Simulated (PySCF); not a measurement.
# C2H8GeO2 (Ge(OMe)2H2): the cost of one run

The runs use PySCF 2.14.0, with density-fitted response routines of our own; the level of theory stands in each step. All values are computed, except where a source is named. Atoms are numbered from 0 throughout.

## (1) Starting geometry

13 atoms, charge 0, multiplicity 1; geometry from: GFN2-xTB. The atoms were then displaced at random by about 0.03 Å, so the start is not that level's minimum.

Bonds of the start (Å): Ge0–O1 1.71, Ge0–O6 1.71, Ge0–H11 1.60, Ge0–H12 1.53, O1–C2 1.43, C2–H3 1.02, C2–H4 1.11, C2–H5 1.05, O6–C7 1.43, C7–H8 1.07, C7–H9 1.04, C7–H10 1.07.

## (2) Geometry optimisation at PBE0-D3(BJ)/def2-SVP

What the job is given:

```
{"job": {"xc": "PBE0", "basis": "def2-SVP", "d3": "d3bj", "grid": 1, "maxiter": 40, "shake": 0.03, "kind": "geom"}, "charge": 0, "multiplicity": 1}
Ge    -0.382070    -0.043020    -0.301630
O     -0.290050    -0.012980     1.405880
C     -1.365600     0.001280     2.350360
H     -1.842300     0.897590     2.269890
H     -0.831430     0.002970     3.323210
H     -1.942900    -0.869450     2.294740
O      1.270690    -0.019530    -0.724470
C      1.860470    -0.025520    -2.030920
H      1.512130    -0.920550    -2.510110
H      2.888320    -0.057330    -1.850540
H      1.508790     0.828910    -2.574460
H     -1.084590     1.318640    -0.767770
H     -1.270820    -1.153110    -0.861980
```

On the command line:

```bash
$ OMP_NUM_THREADS=1 python probes_run.py task.json out
```

One launch serves the whole session: the jobs run in the order shown.

**Question.** How long does this first job take on 1 thread of Arm Neoverse V1, shared host, and how much memory does it need?

About 53 s, with a peak of 0.47 GiB.
